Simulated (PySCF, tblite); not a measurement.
**ClH5OSi2, a small molecule taken as a stand-in for a surface group (Si site with back bonds O[SiH3], Cl, [H]): NMR shifts, core binding energies and electronic excitations**

Aim: the NMR shifts, core binding energies and electronic excitations of `[SiH3]O[SiH2]Cl`.

Computed with tblite 0.8.0 and PySCF 2.14.0; each step states its level. No surroundings beyond the atoms listed, unless a continuum is named. Atoms count from 0, parts from 1.

## 1. Starting point

9 atoms, charge 0, multiplicity 1; geometry: distance geometry start.

## 2. Geometry optimisation with GFN2-xTB

What the job is given:

```
{"job": {"kind": "relax", "xc": "GFN2-xTB", "basis": "xTB"}, "charge": 0, "multiplicity": 1}
Si    -1.367347    -0.193326    -0.180077
O     -0.111718    -0.150417     0.977516
Si     1.422649     0.121748     0.281096
Cl    -2.858069     1.172359     0.353291
H     -1.971895    -1.569302    -0.068932
H     -0.938515     0.034530    -1.537493
H      1.682857     1.552922     0.056141
H      2.389956    -0.254346     1.325628
H      1.721817    -0.701037    -0.885903
```

Level: GFN2-xTB geometry optimisation, gas phase.

Started as:

```bash
OMP_NUM_THREADS=1 python cluster_run.py task.json out
```

One launch serves the whole session: the jobs run in the order shown.

The program printed:

```text
step      E/eV     max force
  0    -401.69252    2.848
  1    -401.89355    1.975
  2    -402.06058    0.935
  3    -402.10166    0.844
  4    -402.15686    0.480
  5    -402.17202    0.537
  6    -402.20263    0.590
  7    -402.21568    0.387
  8    -402.22473    0.279
  9    -402.23530    0.325
 10    -402.25074    0.502
 11    -402.26933    0.603
 12    -402.28961    0.535
 13    -402.30514    0.321
 14    -402.31117    0.235
 15    -402.31679    0.401
 16    -402.33048    0.586
 17    -402.34805    0.556
 18    -402.36114    0.362
 19    -402.36651    0.218
 20    -402.37047    0.237
 21    -402.37398    0.338
 22    -402.38079    0.376
 23    -402.38746    0.229
 24    -402.39150    0.157
 25    -402.39336    0.101
 26    -402.39464    0.105
 27    -402.39588    0.097
 28    -402.39712    0.096
 29    -402.39835    0.088
 30    -402.39934    0.079
 31    -402.39995    0.063
 32    -402.40026    0.061
 33    -402.40063    0.059
 34    -402.40130    0.080
 35    -402.40187    0.074
 36    -402.40238    0.055
 37    -402.40268    0.046
 38    -402.40289    0.057
 39    -402.40314    0.066
 40    -402.40347    0.077
 41    -402.40394    0.075
 42    -402.40439    0.093
 43    -402.40462    0.059
 44    -402.40495    0.037
 45    -402.40510    0.029
 46    -402.40523    0.025
 47    -402.40544    0.046
 48    -402.40569    0.052
 49    -402.40588    0.032
 50    -402.40595    0.016
 51    -402.40598    0.019
 52    -402.40601    0.017
 53    -402.40605    0.017
 54    -402.40608    0.023
 55    -402.40612    0.020
 56    -402.40618    0.019
 57    -402.40622    0.015
 58    -402.40625    0.010
 59    -402.40626    0.010
 60    -402.40626    0.010
 61    -402.40628    0.011
 62    -402.40630    0.016
 63    -402.40635    0.019
 64    -402.40641    0.019
 65    -402.40646    0.019
 66    -402.40651    0.024
 67    -402.40657    0.029
 68    -402.40669    0.032
 69    -402.40687    0.030
 70    -402.40705    0.027
 71    -402.40715    0.017
 72    -402.40719    0.007
```

Wall time 1.2 s (1 thread of Arm Neoverse V2, shared host).

The steps of the relaxation:

| step | energy from step 0 (eV) | largest force (eV/Å) |
| --- | --- | --- |
| 0 | 0.0000 | 2.8479 |
| 3 | -0.4091 | 0.8446 |
| 6 | -0.5101 | 0.5893 |
| 9 | -0.5428 | 0.3251 |
| 12 | -0.5971 | 0.5350 |
| 15 | -0.6243 | 0.4006 |
| 18 | -0.6686 | 0.3619 |
| 21 | -0.6815 | 0.3383 |
| 24 | -0.6990 | 0.1567 |
| 27 | -0.7034 | 0.0973 |
| 30 | -0.7068 | 0.0787 |
| 33 | -0.7081 | 0.0589 |
| 36 | -0.7099 | 0.0545 |
| 39 | -0.7106 | 0.0657 |
| 42 | -0.7119 | 0.0929 |
| 45 | -0.7126 | 0.0287 |
| 48 | -0.7132 | 0.0519 |
| 51 | -0.7135 | 0.0191 |
| 54 | -0.7136 | 0.0231 |
| 57 | -0.7137 | 0.0153 |
| 60 | -0.7137 | 0.0100 |
| 63 | -0.7138 | 0.0190 |
| 66 | -0.7140 | 0.0240 |
| 69 | -0.7144 | 0.0301 |
| 72 | -0.7147 | 0.0071 |

Close pairs (by a distance rule), those that changed most:

| bond | before (Å) | after (Å) | change (Å) |
| --- | --- | --- | --- |
| Si0–O1 | 1.708 | 1.609 | -0.099 |
| Si0–Cl3 | 2.091 | 2.003 | -0.088 |
| O1–Si2 | 1.707 | 1.626 | -0.081 |
| Si0–H4 | 1.507 | 1.455 | -0.052 |
| Si0–H5 | 1.442 | 1.455 | +0.013 |
| Si2–H7 | 1.472 | 1.460 | -0.012 |
| Si2–H6 | 1.472 | 1.460 | -0.012 |
| Si2–H8 | 1.459 | 1.459 | +0.000 |

## 3. Geometry optimisation at PBE0-D3(BJ)/def2-SVP

What the job is given:

```
{"job": {"xc": "PBE0", "basis": "def2-SVP", "d3": "d3bj", "grid": 2, "kind": "geom", "shake": 0.01}, "charge": 0, "multiplicity": 1}
Si    -1.501927    -0.298886    -0.336253
O      0.070656    -0.213929    -0.169319
Si     1.581000     0.158858     0.251269
Cl    -2.329484     1.198885     0.726190
H     -1.944961    -1.567763     0.180062
H     -1.797285    -0.048102    -1.754955
H      1.755500     1.608325     0.151614
H      1.791430    -0.300393     1.627515
H      2.419321    -0.560144    -0.684672
```

The program printed:

```text
step   0  E = -1116.66286459  max force = 0.016717
step   1  E = -1116.67094323  max force = 0.005667
step   2  E = -1116.67108522  max force = 0.002570
step   3  E = -1116.67115298  max force = 0.001348
step   4  E = -1116.67121244  max force = 0.001636
step   5  E = -1116.67137639  max force = 0.005021
step   6  E = -1116.67131119  max force = 0.012221
step   7  E = -1116.67162780  max force = 0.005679
step   8  E = -1116.67172955  max force = 0.003518
step   9  E = -1116.67182255  max force = 0.000287
step  10  E = -1116.67182345  max force = 0.000109
optimisation converged
```

Run time: 44 s. Hardware: 1 thread of Arm Neoverse V2, shared host; peak memory 0.46 GiB.

Step by step: (the energy doesn't fall at every step)

| step | energy from step 0 (eV) | largest force component (eV/Å) |
| --- | --- | --- |
| 0 | 0.0000 | 0.8596 |
| 1 | -0.2198 | 0.2914 |
| 2 | -0.2237 | 0.1322 |
| 3 | -0.2255 | 0.0693 |
| 4 | -0.2272 | 0.0841 |
| 5 | -0.2316 | 0.2582 |
| 6 | -0.2298 | 0.6284 |
| 7 | -0.2385 | 0.2920 |
| 8 | -0.2412 | 0.1809 |
| 9 | -0.2438 | 0.0148 |
| 10 | -0.2438 | 0.0056 |

Distances of close pairs at the start and the end, largest changes first:

| bond | before (Å) | after (Å) | change (Å) |
| --- | --- | --- | --- |
| Si0–O1 | 1.584 | 1.642 | +0.058 |
| Si0–Cl3 | 2.014 | 2.069 | +0.055 |
| O1–Si2 | 1.612 | 1.666 | +0.055 |
| Si0–H4 | 1.440 | 1.485 | +0.045 |
| Si2–H8 | 1.448 | 1.489 | +0.041 |
| Si2–H6 | 1.463 | 1.492 | +0.028 |
| Si2–H7 | 1.466 | 1.492 | +0.026 |
| Si0–H5 | 1.471 | 1.484 | +0.013 |

The end geometry stands in the next job.

| at the end point | value |
| --- | --- |
| point group (found at 0.08 Å tolerance) | C1 |
| rotational constants (GHz, main isotopes) | 6.282, 1.803, 1.449 |
| dipole moment (D) | 0.89 |

## 4. NMR shieldings: PBE0/pcSseg-2

What the job is given:

```
{"job": {"kind": "nmr", "xc": "PBE0", "basis": "pcSseg-2"}, "charge": 0, "multiplicity": 1}
Si    -1.490790    -0.325882    -0.395626
O      0.145349    -0.459095    -0.380198
Si     1.559163     0.145609     0.261854
Cl    -2.050358     1.296902     0.760206
H     -2.104332    -1.541500     0.196039
H     -1.962730    -0.087360    -1.782380
H      1.569368     1.634562     0.174872
H      1.690823    -0.270694     1.688422
H      2.686654    -0.415353    -0.531935
```

With the program's defaults for keys left out, this is: GIAO PBE0/pcSseg-2 NMR shielding, non-relativistic, gas phase.

The program printed:

```text
coarse grid: 9064 points
cycle   1  E = -1117.0408867443  dE =  1.471e-01  |g| = 7.691e-01  |ddm| = 2.245e+00
cycle   2  E = -1116.8326616306  dE =  2.082e-01  |g| = 1.293e+00  |ddm| = 1.020e+00
cycle   3  E = -1117.1407094934  dE = -3.080e-01  |g| = 1.105e-01  |ddm| = 7.126e-01
cycle   4  E = -1117.1430212564  dE = -2.312e-03  |g| = 4.669e-02  |ddm| = 1.232e-01
cycle   5  E = -1117.1434791865  dE = -4.579e-04  |g| = 6.754e-03  |ddm| = 4.204e-02
cycle   6  E = -1117.1434864022  dE = -7.216e-06  |g| = 1.937e-03  |ddm| = 6.129e-03
final grid: 73672 points
cycle   7  E = -1117.1523190581  dE = -3.277e-05  |g| = 6.938e-03  |ddm| = 1.555e-02
cycle   8  E = -1117.1523092281  dE =  9.830e-06  |g| = 9.643e-03  |ddm| = 8.239e-03
cycle   9  E = -1117.1523255387  dE = -1.631e-05  |g| = 1.290e-03  |ddm| = 5.366e-03
cycle  10  E = -1117.1523257937  dE = -2.550e-07  |g| = 2.718e-04  |ddm| = 7.203e-04
cycle  11  E = -1117.1523258115  dE = -1.779e-08  |g| = 3.710e-05  |ddm| = 2.698e-04
cycle  12  E = -1117.1523258118  dE = -2.660e-10  |g| = 8.627e-06  |ddm| = 3.371e-05
converged SCF energy = -1117.1523258118

GIAO shielding tensors (ppm)
atom      isotropic    diamagn.    paramagn.     s11        s22        s33       span
  0 Si     362.542     875.579    -513.036    345.768    349.488    392.372     46.604
  1 O      282.781     397.162    -114.381    240.018    262.975    345.350    105.332
  2 Si     381.335     876.900    -495.566    341.577    349.167    453.260    111.683
  3 Cl     895.942    1148.778    -252.836    729.890    943.291   1014.646    284.756
  4 H       25.716      27.753      -2.037     22.037     24.046     31.066      9.030
  5 H       25.727      27.706      -1.979     22.056     24.045     31.079      9.024
  6 H       26.079      28.835      -2.756     22.799     25.112     30.325      7.526
  7 H       26.152      28.613      -2.462     23.139     24.469     30.848      7.709
  8 H       26.225      28.210      -1.986     23.234     24.396     31.044      7.811
```

Run time: 21 s. Hardware: 1 thread of Arm Neoverse V2, shared host; peak memory 0.85 GiB.

Shifts follow as δ = σ(reference) − σ, with reference shieldings (ppm) from runs at the same level and on the same kind of geometry: 1H TMS 31.25, 29Si TMS 341.3, 17O H2O 328.2, 35Cl HCl 941. The references are single molecules in the gas phase, so shifts against H2O, NH3, PH3, H3PO4 or CFCl3 are not on the usual liquid scales and can be off by tens of ppm.

| atoms | environment | σ (ppm) | δ (ppm) |
| --- | --- | --- | --- |
| H4 | hydrogen on a silicon bonded to Cl, O | 25.72 | 5.53 |
| H5 | hydrogen on a silicon bonded to Cl, O | 25.73 | 5.52 |
| H6 | hydrogen on a silicon bonded to O | 26.08 | 5.17 |
| H7 | hydrogen on a silicon bonded to O | 26.15 | 5.09 |
| H8 | hydrogen on a silicon bonded to O | 26.22 | 5.02 |
| Si0 | silicon bonded to Cl, O, 2 H | 362.5 | -21.3 |
| Si2 | silicon bonded to O, 3 H | 381.3 | -40.0 |
| O1 | oxygen bonded to 2 Si | 282.8 | 45.4 |
| Cl3 | chlorine bonded to Si | 896 | 45 |

The run also stored atomic charges by several schemes (e):

| atoms | Mulliken | IAO | Hirshfeld | ESP fit |
| --- | --- | --- | --- | --- |
| Si0 | 0.89 | 1.04 | 0.42 | 0.36 |
| O1 | -0.72 | -0.88 | -0.32 | -0.30 |
| Si2 | 0.80 | 0.87 | 0.39 | 0.42 |
| Cl3 | -0.30 | -0.33 | -0.13 | -0.18 |

Mayer bond orders: Si0–O1 0.95, O1–Si2 0.84, Si0–Cl3 1.02.

## 5. X-ray photoelectron lines: SCAN, X2C

The job, as its differences from that of step 4:

```diff
@@ -1,2 +1,2 @@
-{"job": {"kind": "nmr", "xc": "PBE0", "basis": "pcSseg-2"}, "charge": 0, "multiplicity": 1}
+{"job": {"kind": "xps", "holes": 5}, "charge": 0, "multiplicity": 1}
 Si    -1.490790    -0.325882    -0.395626
```

With the program's defaults for keys left out, this is: delta-SCF UKS SCAN, pcX-2 on the ionised atom, pcseg-1 elsewhere, spin-free X2C.

The program printed:

```text
ground state, core basis on atom 0 (Si), 135 functions
  cycle   1  E = -1119.91884378  |g| = 7.34e-01
  cycle   2  E = -1119.58361958  |g| = 1.50e+00
  cycle   3  E = -1120.01711418  |g| = 1.37e-01
  cycle   4  E = -1120.02130608  |g| = 5.70e-02
  cycle   5  E = -1120.02228587  |g| = 1.04e-02
  cycle   6  E = -1120.02231878  |g| = 2.18e-03
  cycle   7  E = -1120.02231942  |g| = 6.19e-04
  cycle   8  E = -1120.02232083  |g| = 1.22e-04
  E(ground) = -1120.05163544 Eh
hole in Si 2p of atom 0
  cycle   1  E = -1115.69453927  |g| = 1.24e+00
  cycle   2  E = -1115.38825165  |g| = 1.26e+00
  cycle   3  E = -1115.91794317  |g| = 3.92e-01
  cycle   4  E = -1116.00928540  |g| = 1.01e-01
  cycle   5  E = -1116.01324986  |g| = 5.48e-02
  cycle   6  E = -1116.01433246  |g| = 2.16e-02
  cycle   7  E = -1116.01454106  |g| = 4.49e-03
  cycle   8  E = -1116.01455174  |g| = 8.72e-04
  cycle   9  E = -1116.01455365  |g| = 2.11e-04
  E(ion) = -1116.05274447 Eh   <S^2> = 0.7515   hole on atom = 1.003   binding energy = 108.815 eV
  2p3/2 = 108.555 eV   2p1/2 = 109.183 eV
ground state, core basis on atom 1 (O), 124 functions
  cycle   1  E = -1119.95351820  |g| = 1.10e-01
  cycle   2  E = -1119.95140098  |g| = 1.26e-01
  cycle   3  E = -1119.95378278  |g| = 5.33e-02
  cycle   4  E = -1119.95427213  |g| = 4.27e-03
  cycle   5  E = -1119.95427759  |g| = 8.67e-04
  cycle   6  E = -1119.95427864  |g| = 1.58e-04
  E(ground) = -1120.02207582 Eh
hole in O 1s of atom 1
  cycle   1  E = -1099.33614590  |g| = 2.23e+00
  cycle   2  E = -1098.81491488  |g| = 2.23e+00
  cycle   3  E = -1100.10330637  |g| = 4.18e-01
  cycle   4  E = -1100.14416603  |g| = 1.96e-01
  cycle   5  E = -1100.16843727  |g| = 5.30e-02
  cycle   6  E = -1100.17013626  |g| = 7.28e-03
  cycle   7  E = -1100.17016380  |g| = 2.08e-03
  cycle   8  E = -1100.17016802  |g| = 6.17e-04
  cycle   9  E = -1100.17016764  |g| = 1.29e-04
  E(ion) = -1100.23794899 Eh   <S^2> = 0.7618   hole on atom = 1.000   binding energy = 538.354 eV
ground state, core basis on atom 2 (Si), 135 functions
  cycle   1  E = -1120.01563160  |g| = 3.09e-01
  cycle   2  E = -1120.01009525  |g| = 2.08e-01
  cycle   3  E = -1120.01127142  |g| = 1.87e-01
  cycle   4  E = -1120.01790753  |g| = 1.54e-02
  cycle   5  E = -1120.01794459  |g| = 1.87e-03
  cycle   6  E = -1120.01795001  |g| = 4.85e-04
  E(ground) = -1120.04715231 Eh
hole in Si 2p of atom 2
  cycle   1  E = -1115.71949324  |g| = 1.23e+00
  cycle   2  E = -1114.22914730  |g| = 1.48e+00
  cycle   3  E = -1115.76761233  |g| = 6.22e-01
  cycle   4  E = -1116.00557013  |g| = 2.13e-01
  cycle   5  E = -1116.01876043  |g| = 1.85e-01
  cycle   6  E = -1116.03244641  |g| = 1.92e-02
  cycle   7  E = -1116.03265912  |g| = 5.31e-03
  cycle   8  E = -1116.03267384  |g| = 1.47e-03
  cycle   9  E = -1116.03267599  |g| = 5.52e-04
  cycle  10  E = -1116.03267579  |g| = 1.76e-04
  E(ion) = -1116.07279550 Eh   <S^2> = 0.7513   hole on atom = 1.002   binding energy = 108.148 eV
  2p3/2 = 107.891 eV   2p1/2 = 108.517 eV
ground state, core basis on atom 3 (Cl), 135 functions
  cycle   1  E = -1120.10360340  |g| = 4.85e-01
  cycle   2  E = -1120.10376315  |g| = 5.00e-02
  cycle   3  E = -1120.10361266  |g| = 4.99e-02
  cycle   4  E = -1120.10410189  |g| = 1.57e-02
  cycle   5  E = -1120.10414223  |g| = 4.50e-03
  cycle   6  E = -1120.10414669  |g| = 7.39e-04
  cycle   7  E = -1120.10414849  |g| = 1.38e-04
  E(ground) = -1120.15766015 Eh
hole in Cl 2p of atom 3
  cycle   1  E = -1112.03894703  |g| = 1.70e+00
  cycle   2  E = -1112.08891993  |g| = 1.23e+00
  cycle   3  E = -1112.45306927  |g| = 3.27e-01
  cycle   4  E = -1112.47829117  |g| = 2.40e-01
  cycle   5  E = -1112.49971496  |g| = 3.88e-02
  cycle   6  E = -1112.50044905  |g| = 5.08e-03
  cycle   7  E = -1112.50046595  |g| = 1.50e-03
  cycle   8  E = -1112.50046894  |g| = 3.97e-04
  E(ion) = -1112.56216895 Eh   <S^2> = 0.7517   hole on atom = 1.001   binding energy = 206.684 eV
  2p3/2 = 206.102 eV   2p1/2 = 207.756 eV
```

Run time: 18 s. Hardware: 1 thread of Arm Neoverse V2, shared host; peak memory 0.42 GiB.

Binding energies by hole, beside the orbital energy of the ground state; the difference holds orbital relaxation and, for a density functional, its self-interaction error:

| hole | stands for | environment | ΔSCF (eV; 2p as the shell's mean) | −ε (eV) | ⟨S²⟩ |
| --- | --- | --- | --- | --- | --- |
| Si2p on Si0 | Si0 | silicon bonded to Cl, O, 2 H | 108.76 | 97.8 | 0.751 |
| O1s on O1 | O1 | oxygen bonded to 2 Si | 538.35 | 517.0 | 0.762 |
| Si2p on Si2 | Si2 | silicon bonded to O, 3 H | 108.10 | 97.0 | 0.751 |
| Cl2p on Cl3 | Cl3 | chlorine bonded to Si | 206.65 | 193.5 | 0.752 |

With the spin-orbit splitting: Si0 2p3/2 108.56, 2p1/2 109.18 eV; Si2 2p3/2 107.89, 2p1/2 108.52 eV; Cl3 2p3/2 206.10, 2p1/2 207.76 eV. The table gives each 2p level as the mean over the whole 2p shell (two parts 2p3/2, one part 2p1/2), which differs a little from the single hole in the log.

## 6. Ultraviolet spectrum: CAM-B3LYP/def2-SVPD

The job, as its differences from that of step 5:

```diff
@@ -1,2 +1,2 @@
-{"job": {"kind": "xps", "holes": 5}, "charge": 0, "multiplicity": 1}
+{"job": {"kind": "uv", "xc": "CAM-B3LYP", "basis": "def2-SVPD", "nstates": 6, "ntriplets": 2, "ip": true}, "charge": 0, "multiplicity": 1}
 Si    -1.490790    -0.325882    -0.395626
```

Method: TDDFT CAM-B3LYP/def2-SVPD, vertical, gas phase, core orbitals frozen in the response.

The program printed:

```text
coarse grid: 9064 points
cycle   1  E = -1116.9224319521  dE =  1.202e-01  |g| = 7.217e-01  |ddm| = 3.300e+00
cycle   2  E = -1116.8364001338  dE =  8.603e-02  |g| = 1.009e+00  |ddm| = 1.583e+00
cycle   3  E = -1117.0254891653  dE = -1.891e-01  |g| = 7.635e-02  |ddm| = 8.292e-01
cycle   4  E = -1117.0268443998  dE = -1.355e-03  |g| = 2.692e-02  |ddm| = 1.492e-01
cycle   5  E = -1117.0270438058  dE = -1.994e-04  |g| = 3.143e-03  |ddm| = 4.594e-02
cycle   6  E = -1117.0270468647  dE = -3.059e-06  |g| = 5.592e-04  |ddm| = 7.835e-03
final grid: 73672 points
cycle   7  E = -1117.1639174745  dE = -4.713e-06  |g| = 1.309e-03  |ddm| = 1.814e-02
cycle   8  E = -1117.1639176462  dE = -1.717e-07  |g| = 1.035e-03  |ddm| = 3.626e-03
cycle   9  E = -1117.1639178718  dE = -2.257e-07  |g| = 1.910e-04  |ddm| = 1.292e-03
cycle  10  E = -1117.1639178782  dE = -6.319e-09  |g| = 6.643e-05  |ddm| = 2.364e-04
cycle  11  E = -1117.1639178791  dE = -8.924e-10  |g| = 1.243e-05  |ddm| = 8.709e-05
converged SCF energy = -1117.1639178791

Static polarisability (au): isotropic 68.450, principal 61.659 69.000 74.691

Singlet excitations
state   eV       nm        f      main configurations
  1   7.4581    166.2   0.00167   H->L 0.81, H-2->L 0.09
  2   7.7610    159.8   0.00417   H->L+1 0.58, H->L+2 0.25
  3   7.8739    157.5   0.00165   H-1->L 0.76, H-3->L 0.12
  4   8.1379    152.4   0.00077   H-2->L 0.58, H->L+3 0.12, H->L+6 0.08
  5   8.4336    147.0   0.07214   H->L+2 0.35, H->L+1 0.15, H-1->L+1 0.12
  6   8.4350    147.0   0.05841   H-1->L+1 0.25, H->L+2 0.19, H-3->L+1 0.19

Triplet excitations (Tamm-Dancoff, eV): 7.0950 7.3584
Vertical ionisation energy (delta-SCF) = 11.0224 eV
```

It took 65 s on 1 thread of Arm Neoverse V2, shared host; peak memory 0.62 GiB.

Frontier orbitals and where they lie:

| orbital | eV | atoms |
| --- | --- | --- |
| HOMO−3 | -10.97 | Cl3 62 %, Si2 12 %, Si0 7 % |
| HOMO−2 | -10.78 | Cl3 43 %, O1 15 %, Si2 15 % |
| HOMO−1 | -10.64 | O1 29 %, Cl3 28 %, Si2 17 % |
| HOMO | -10.14 | Cl3 24 %, O1 19 %, Si0 16 % |
| LUMO | 0.71 | Si2 25 %, Si0 23 %, O1 13 % |
| LUMO+1 | 1.03 | Cl3 26 %, Si0 22 %, Si2 20 % |
| LUMO+2 | 1.24 | Si0 28 %, Cl3 15 %, Si2 15 % |

With each of the 6 states as a Gaussian band of 0.4 eV half-width at 1/e, the curve within the window shown has maxima at 147 nm (ε 5,300) L/(mol cm). Beyond the last state computed it falls off for lack of states. The curve at chosen wavelengths:

(nm, ε (L/mol/cm)): (142, 3008), (144, 4334), (145, 4849), (147, 5322), (148, 5243), (150, 4544), (151, 4017), (153, 2868), (154, 2333), (156, 1466), (157, 1147), (159, 710), (160, 569), (162, 388), (163, 328), (165, 243), (166, 210), (168, 155), (169, 132), (171, 93), (172, 77), (174, 50), (175, 40), (177, 24), (178, 19), (180, 11)

Further results of this job:

| property | computed |
| --- | --- |
| dipole moment (D) | 1.01 |
| polarisability (Å³) | 10.14 |
| HOMO–LUMO gap (eV) | 10.86 |
| −ε(HOMO) (eV) | 10.14 |

## 7. Outcome

```
                                quantity                             value
                             point group                                C1
    rotational constants (main isotopes)              6.28, 1.80, 1.45 GHz
   1H shifts against TMS (PBE0/pcSseg-2)  5.53, 5.52, 5.17, 5.09, 5.02 ppm
 29Si shifts against TMS (PBE0/pcSseg-2)                  -21.3, -40.0 ppm
  17O shifts against H2O (PBE0/pcSseg-2)                          45.4 ppm
 35Cl shifts against HCl (PBE0/pcSseg-2)                            45 ppm
       Si2p binding energies, SCAN/pcX-2         Si0 108.76, Si2 108.10 eV
        O1s binding energies, SCAN/pcX-2                      O1 538.35 eV
       Cl2p binding energies, SCAN/pcX-2                     Cl3 206.65 eV
    lowest singlet (CAM-B3LYP/def2-SVPD)       7.46 eV (166 nm), f = 0.002
brightest single state of those computed       state 5, 8.43 eV, f = 0.072
                          lowest triplet                           7.09 eV
       vertical ionisation energy (ΔSCF)                          11.02 eV
```

What this shows: The optimisation took 10 steps and gained 0.244 eV; among the close pairs (by a distance rule), Si0–O1 changed most, from 1.584 to 1.642 Å (PBE0/def2-SVP). No frequency check was run at this level, so the end point may be a saddle. At PBE0/pcSseg-2: The largest span, 285 ppm, is at Cl3, where the paramagnetic term is -253 ppm. The Si2p levels kept as sound span 0.66 eV, from Si2 (silicon bonded to O, 3 H) up to Si0 (silicon bonded to Cl, O, 2 H). The lowest singlet, at 7.46 eV, is HOMO→LUMO 0.81, HOMO−2→LUMO 0.09 and is weak; of the 6 states computed, the strongest absorption comes from states 5 to 6 together at 8.43 eV (the last computed, so partners may be missing). The lowest triplet lies 0.36 eV below the lowest singlet (triplets in Tamm-Dancoff, singlets in full TDDFT). ΔSCF puts the ionisation energy at 11.02 eV, 0.88 eV above −ε(HOMO).
